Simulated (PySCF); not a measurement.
# doublet [InH3]+ at 6 levels

We compute a comparison of 6 runs (UM06-2X/LANL2DZ, UPBE0/LANL2DZ, NEVPT2(3,3)/LANL2DZ, UCISD/LANL2DZ, ROCCSD(T)/LANL2DZ, UCCSD(T)/LANL2DZ) of doublet [InH3]+. The job is set up through a Python script.

Program for the calculation: PySCF 2.14.0.

6 further runs of the same task are left out: 6 set aside as unsound or not needed.

**1. The structure to begin with**

[InH3]+ has 4 atoms, charge +1, and is taken as a doublet. SMILES of the parent species: `[H][In]([H])[H]`. The shape comes from GFN2-xTB, which is rough for such elements, and wasn't checked as a minimum. That shape belongs to the parent species and isn't relaxed for this state.

Bond lengths: In1–H2 1.719 Å, In1–H3 1.719 Å, In1–H4 1.718 Å. Angles: H2–In1–H3 120.0°, H2–In1–H4 120.1°, H3–In1–H4 119.9°.

**2. The energy at UM06-2X/LANL2DZ (core potential) (run 1)**

Contents of job.py:

```python
from pyscf import gto, dft

mol = gto.Mole()
mol.atom = 'In 0.000640 -0.000740 -0.000540; H 1.718930 -0.027790 0.013510; H -0.834510 1.501400 -0.017780; H -0.885060 -1.472880 0.004810'
mol.verbose = 4
mol.basis = 'lanl2dz'
mol.spin = 1
mol.ecp = {'In': 'lanl2dz'}
mol.max_memory = 1860
mol.charge = 1
mol.build()

mf = dft.UKS(mol, xc='m06-2x')
mf.grids.level = 5
mf.conv_tol = 1e-10
mf.kernel()
if not mf.converged:
    mf = mf.newton().run(mf.mo_coeff, mf.mo_occ)

energy = mf.e_tot
print('E(%s) = %.9f' % ('M06-2X', energy))
```

Command:

```console
$ OMP_NUM_THREADS=1 python job.py
```

The log of the run:

```text
PySCF version 2.14.0

[... 53 lines left out ...]
WARN: beta  nocc = 2  HOMO -0.246332967483113 >= LUMO -0.246134331510169
[... 74 lines left out ...]
converged SCF energy = -3.19509660146888  <S^2> = 0.76234752  2S+1 = 2.0123096
E(M06-2X) = -3.195096601
```

Wall time 5.7 s (1 thread of Arm Neoverse V1, shared host); peak memory 0.18 GiB.

**3. A single-point energy at UPBE0/LANL2DZ (core potential) (run 2)**

Contents of geometry.xyz:

```xyz
4

In     0.000640    -0.000740    -0.000540
H      1.718930    -0.027790     0.013510
H     -0.834510     1.501400    -0.017780
H     -0.885060    -1.472880     0.004810
```

Contents of input.py:

```python
from pyscf import gto, dft

mol = gto.M(
    atom='geometry.xyz',
    verbose=3,
    basis='lanl2dz',
    max_memory=1860,
    ecp={'In': 'lanl2dz'},
    charge=1,
    spin=1,
)

mf = dft.UKS(mol, xc='pbe0')
mf.conv_tol = 1e-10
mf.grids.level = 5
mf.kernel()
if not mf.converged:
    mf = mf.newton().run(mf.mo_coeff, mf.mo_occ)

e_tot = mf.e_tot
print('Final energy', e_tot)
```

Command:

```console
$ OMP_NUM_THREADS=1 python input.py
```

The log of the run:

```text
converged SCF energy = -3.21270402264479  <S^2> = 0.7644013  2S+1 = 2.0143498
Final energy -3.21270402264479
```

Run time: 3.3 s. Hardware: 1 thread of Arm Neoverse V1, shared host; peak memory 0.17 GiB.

Runs 3 to 5 aren't shown in full; the table further down has their settings and results.

**4. A single-point energy at UCCSD(T)/LANL2DZ (core potential) (run 6)**

Contents of input.py:

```python
from pyscf import gto, cc

system = gto.M(
    atom=[
    ('In', (0.000640, -0.000740, -0.000540)),
    ('H', (1.718930, -0.027790, 0.013510)),
    ('H', (-0.834510, 1.501400, -0.017780)),
    ('H', (-0.885060, -1.472880, 0.004810)),
],
    spin=1,
    basis='lanl2dz',
    max_memory=1860,
    ecp={'In': 'lanl2dz'},
    verbose=4,
    charge=1,
)

hf = system.UHF()
hf.conv_tol = 1e-10
hf.kernel()
if not hf.converged:
    hf = hf.newton().run(hf.mo_coeff, hf.mo_occ)

mycc = cc.CCSD(hf)
mycc.kernel()
e_t = mycc.ccsd_t()
e_tot = mycc.e_tot + e_t
print(f'total energy: {e_tot:.8f} hartree')
```

Command:

```console
$ OMP_NUM_THREADS=1 python input.py
```

The log of the run:

```text
PySCF version 2.14.0

[... 38 lines left out ...]
WARN: beta  nocc = 2  HOMO -0.239955700933552 >= LUMO -0.239698656829676
[... 74 lines left out ...]
converged SCF energy = -3.10113615330381  <S^2> = 0.78367857  2S+1 = 2.0333997
[... 11 lines left out ...]
Init t2, MP2 energy = -0.0322781757555579
[... 21 lines left out ...]
UCCSD converged
[... 2 lines left out ...]
total energy: -3.15474289 hartree
```

Run time: 1.1 s. Hardware: 1 thread of Arm Neoverse V1, shared host; peak memory 0.12 GiB.

**5. All runs side by side**

```tsv
run	level	integration grid	active selection	energy (Eh)	HOMO energy (eV)	LUMO energy (eV)	⟨S²⟩	wall time
1	UM06-2X/LANL2DZ (core potential)	5	–	-3.195097	-15.52	-12.54	0.762	5.7 s
2	UPBE0/LANL2DZ (core potential)	5	–	-3.212704	-14.71	-13.22	0.764	3.3 s
3	NEVPT2(3,3)/LANL2DZ (core potential)	–	mp2 natural orbitals	-3.142838	–	–	–	1 s
4	UCISD/LANL2DZ (core potential)	–	–	-3.152422	-16.79	-9.53	0.784	0.93 s
5	ROCCSD(T)/LANL2DZ (core potential)	–	–	-3.154715	–	–	0.750	1 s
6	UCCSD(T)/LANL2DZ (core potential)	–	–	-3.154743	-16.79	-9.53	0.784	1.1 s
```

**6. Summary of results**

| quantity | value |
| --- | --- |
| run 6: total energy | -3.15474 Eh |
| run 6: HOMO energy (Hartree–Fock orbitals) (highest over α and β) | -16.79 eV |
| run 6: LUMO energy (Hartree–Fock orbitals) (lowest over α and β) | -9.53 eV |
| run 6: correlation energy | -53.6 mEh |
| run 6: (T) correction | -0.95 mEh |
| run 6: ⟨S²⟩ of the reference determinant | 0.784 |
| run 6: T1 diagnostic | 0.036 |

In words: Totals of different functionals can't be ranked against each other. In run 5 the T1 diagnostic is large, so a single reference may not serve. All runs together took 13 s, the longest 5.7 s.
